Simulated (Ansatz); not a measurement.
**TiC (Fm-3m): equation of state with a fit from a Python script**

Where is the equilibrium volume of TiC (Fm-3m), and how stiff is it? A script is to give an equation of state with a fit; the system is TiC (Fm-3m).

The COD entry's cell or inner coordinates are ideal or old and differ from later refinements, so a difference from it is no clean test against experiment.

Computed with Ansatz 0.2.0 through its Python package. Level of theory: DFT PBE, plane waves, PAW.

## 1. The system

Symmetry: Fm-3m, No. 225, cubic system. Conventional cell: a = 4.319 Å, b = 4.319 Å, c = 4.319 Å, α = 90.00°, β = 90.00°, γ = 90.00°. Ti (site symmetry m-3m) is surrounded by 6 C at 2.16 Å. C (site symmetry m-3m) has 6 Ti at 2.16 Å as nearest neighbours.

The script holds or builds the structure itself.

## 2. Script

File eos_tic.py:

```python
"""Energy against volume for TiC, with a fit."""

import ansatz as az
import numpy as np

FUNCTIONAL = "pbe"
OCCUPATIONS = "cold"
WIDTH_EV = 0.1
CUTOFF = 500
KMESH = (11, 11, 11)

vectors0 = np.array([
    [0.0, 2.1593, 2.1593],
    [2.1593, 0.0, 2.1593],
    [2.1593, 2.1593, 0.0],
])
sites = [
    ("Ti", (0.0, 0.0, 0.0)),
    ("C", (0.5, 0.5, 0.5)),
]


def crystal_on(cell):
    crystal = az.Crystal(lattice=az.Lattice.of(cell))
    for symbol, position in sites:
        crystal = crystal.atom(symbol, position)
    return crystal


def main() -> None:
    # uniform scaling of the cell
    volumes, energies, pressures = [], [], []
    for scale in np.linspace(0.95, 1.07, 5):
        cell = vectors0 * scale ** (1 / 3)
        calculation = (
            crystal_on(cell).calculation()
            .functional(FUNCTIONAL)
            .pseudopotentials("paw")
            .occupations(OCCUPATIONS, width=WIDTH_EV)
            .basis(CUTOFF)
            .kpoints(*KMESH)
            .stress()
        )
        rep = calculation.run(threads=1, pin="off").report
        volumes.append(abs(np.linalg.det(cell)) / len(sites))
        energies.append(rep["free_energy_ev"] / len(sites))
        pressures.append(np.trace(rep["stress_gpa"]) / 3)
        print(f"V = {volumes[-1]:8.4f} A^3/atom  F = {energies[-1]:.5f} eV/atom  P = {pressures[-1]:8.3f} GPa")

    # third-order Birch-Murnaghan: a cubic in V^(-2/3)
    x = np.array(volumes) ** (-2 / 3)
    poly = np.polynomial.Polynomial.fit(x, energies, 3).convert()
    roots = poly.deriv().roots()
    x0 = min((r.real for r in roots if abs(r.imag) < 1e-9 and poly.deriv(2)(r.real) > 0), key=lambda r: abs(r - x.mean()))
    v0 = x0 ** -1.5
    b0 = 4 / 9 * poly.deriv(2)(x0) * v0 ** (-7 / 3) * 160.21766
    b1 = 4 + 2 / 3 * x0 * poly.deriv(3)(x0) / poly.deriv(2)(x0)
    print(f"V0 = {v0:.4f} A^3/atom, B0 = {b0:.1f} GPa, dB/dP = {b1:.2f}")


if __name__ == "__main__":
    main()
```

## 3. What the engine is handed

The package turns the script's settings into the engine's input (first run):

```yaml
crystal:
  lattice:
    - [0.0, 2.1226946232810224, 2.1226946232810224]
    - [2.1226946232810224, 0.0, 2.1226946232810224]
    - [2.1226946232810224, 2.1226946232810224, 0.0]
  atoms:
    - { symbol: Ti, position: [0.0, 0.0, 0.0] }
    - { symbol: C, position: [0.5, 0.5, 0.5] }
basis:
  ecutwfc: 500.0
kpoints:
  mp_grid:
    grid: [11, 11, 11]
hamiltonian:
  xc: pbe
  pseudopotentials:
    kind: paw
scf:
  occupations:
    method: cold
    width: 0.1
output:
  stress: true
```

## 4. The run

Command:

```bash
$ python eos_tic.py
```

Output:

```text
V =   9.5645 A^3/atom  F = -1376.10686 eV/atom  P =   17.372 GPa
V =   9.8665 A^3/atom  F = -1376.13058 eV/atom  P =    8.030 GPa
V =  10.1686 A^3/atom  F = -1376.13795 eV/atom  P =   -0.014 GPa
V =  10.4706 A^3/atom  F = -1376.13123 eV/atom  P =   -6.939 GPa
V =  10.7727 A^3/atom  F = -1376.11239 eV/atom  P =  -12.900 GPa
V0 = 10.1681 A^3/atom, B0 = 251.0 GPa, dB/dP = 4.03
```

It took 4.8 s on 1 thread of AMD EPYC 7B13 (Zen 3), shared host; peak memory 0.39 GiB.

## 5. Inputs of later runs

The engine's inputs for some of the other runs:

Run 2, against run 1:

```diff
@@ -3,3 +3,3 @@
-    - [0.0, 2.1226946232810224, 2.1226946232810224]
-    - [2.1226946232810224, 0.0, 2.1226946232810224]
-    - [2.1226946232810224, 2.1226946232810224, 0.0]
+    - [0.0, 2.1448076170273547, 2.1448076170273547]
+    - [2.1448076170273547, 0.0, 2.1448076170273547]
+    - [2.1448076170273547, 2.1448076170273547, 0.0]
```

Run 3, against run 1:

```diff
@@ -3,3 +3,3 @@
-    - [0.0, 2.1226946232810224, 2.1226946232810224]
-    - [2.1226946232810224, 0.0, 2.1226946232810224]
-    - [2.1226946232810224, 2.1226946232810224, 0.0]
+    - [0.0, 2.166473806852433, 2.166473806852433]
+    - [2.166473806852433, 0.0, 2.166473806852433]
+    - [2.166473806852433, 2.166473806852433, 0.0]
```

Run 5, against run 1:

```diff
@@ -3,3 +3,3 @@
-    - [0.0, 2.1226946232810224, 2.1226946232810224]
-    - [2.1226946232810224, 0.0, 2.1226946232810224]
-    - [2.1226946232810224, 2.1226946232810224, 0.0]
+    - [0.0, 2.2085517366372516, 2.2085517366372516]
+    - [2.2085517366372516, 0.0, 2.2085517366372516]
+    - [2.2085517366372516, 2.2085517366372516, 0.0]
```

## 6. Run by run

One row for each of the 5 runs:

```
run  volume (Å³/atom)  energy from run 3 (meV/atom)  pressure (GPa)  SCF cycles  CPU time (s)
  1             9.565                         31.09           17.37           5          0.89
  2             9.867                          7.37            8.03           5          0.76
  3            10.169                          0.00           -0.01           5          0.72
  4            10.471                          6.71           -6.94           5          0.76
  5            10.773                         25.56          -12.90           5          0.76
```

Energies are free energies F = E - TS of the smeared occupations. 

## 7. Summary of results

| quantity | value |
| --- | --- |
| runs compared | 5 |
| range of energy | 31.09 meV/atom |
| lowest point, volume (Å³/atom) | 10.169 |
| equilibrium volume (fit) | 10.17 Å³/atom |
| bulk modulus (fit) | 251 GPa |

A third-order Birch-Murnaghan fit through the 5 points has its minimum at 10.17 Å³ an atom, 1.0 % above the typed cell, with a bulk modulus of 251 GPa and dB/dP = 4.0. From that minimum the energy rises by 31.1 meV an atom on the compressed side and 25.6 meV on the expanded side. Notes:
- The mesh is modest for a metal, so energies can be off by several to tens of meV an atom and pressures by half a GPa or more; differences at equal mesh fare better.
- Of the deposited cell: the entry's cell lengths or inner coordinates differ somewhat from later room-temperature determinations.
- Pressure is positive in compression.
